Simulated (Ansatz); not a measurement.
**FePt (P4/mmm): equation of state**

The task here is to estimate one member of a computed series from the others.

Method: DFT PBE, scalar-relativistic, plane waves, PAW, in Ansatz 0.2.0.

**The system as given**

Symmetry: P4/mmm, No. 123, tetragonal system. The conventional cell has a = 2.730 Å, b = 2.730 Å, c = 3.765 Å, α = 90.00°, β = 90.00°, γ = 90.00°. Fe (site symmetry 4/mmm) is surrounded by 8 Pt at 2.70 Å and 4 Fe at 2.73 Å. Pt (site symmetry 4/mmm) is surrounded by 8 Fe at 2.70 Å and 4 Pt at 2.73 Å.

As a file:

```cif
data_structure
_symmetry_space_group_name_H-M 'P4/mmm'
_symmetry_Int_Tables_number 123
_cell_length_a 2.7295
_cell_length_b 2.7295
_cell_length_c 3.7648
_cell_angle_alpha 90.000
_cell_angle_beta 90.000
_cell_angle_gamma 90.000
_cell_volume 28.05
loop_
_atom_site_label
_atom_site_type_symbol
_atom_site_symmetry_multiplicity
_atom_site_Wyckoff_symbol
_atom_site_fract_x
_atom_site_fract_y
_atom_site_fract_z
_atom_site_occupancy
Fe1 Fe 1 a 0.00000 0.00000 0.00000 1
Pt1 Pt 1 d 0.50000 0.50000 0.50000 1
```

An earlier run at PBE left this cell at 14.024 Å³/atom and 0.00 GPa (16×16×12 mesh).

Volume factors to run: 0.980, 1.020, 0.960, 1.040.

Set-up of the first run:

Contents of input.yaml:

```yaml
crystal:
  lattice:
    - [2.7111836042, 0.0, 0.0]
    - [0.0, 2.7111836042, 0.0]
    - [0.0, 0.0, 3.7395568443]
  atoms:
    - { symbol: Fe, position: [0.0, 0.0, 0.0], spin: 3.28 }
    - { symbol: Pt, position: [0.5, 0.5, 0.5] }
basis:
  ecutwfc: 420
  ecutrho_ratio: 4
kpoints:
  mp_grid: { grid: [16, 16, 12] }
hamiltonian:
  xc: pbe
scf:
  occupations: { method: gaussian, width: 0.05 }
output:
  forces: true
  stress: true
  eigenvalues: true
  populations: true
magnetization:
  spin_polarized: true
relax:
  f_tol: 0.01
  max_steps: 40
  cell: { stress_tol: 0.1, fix: [volume] }
```

Command:

```console
> ansatz run input.yaml --threads 2 --pin off --max-ram 5120MiB --backend cpu --events-out ev --progress --plain --runs-dir out
```

Steps of the session up to this table: Scaling the volume by 0.980; Scaling the volume by 1.020; At 0.960 of the relaxed volume; Volume × 1.040.

One of the session's tables, all rows but one given; the rest of the session is left out.

It belongs to the step «Energy and pressure against volume». 

```
volume (Å³/atom)  energy (meV/atom)  pressure (GPa)  moment of atom 1 (μB)
          13.463              15.69            9.19                   2.91
          13.744                  ?               ?                      ?
          14.024               0.00            0.00                   2.99
          14.305               3.51           -3.87                   3.02
          14.585              13.33           -7.22                   3.05
```

Q: Estimate the row for volume (Å³/atom) = 13.744 from the others.

Worked estimate for «energy (meV/atom)». A straight line through the neighbours (13.463, 15.69) and (14.024, 0.00) gives 15.69 + (0.00 − 15.69) × (13.744 − 13.463) / (14.024 − 13.463) = 7.83; a parabola fitted to 3 rows on both sides gives 4.05.

**Answer.** energy (meV/atom): 3.81; pressure (GPa): 4.36; moment of atom 1 (μB): 2.95. In «energy (meV/atom)» the line misses by +4.02 and the parabola by +0.24.

Caveats from the session: Warnings in the runs' records: stability check not made.
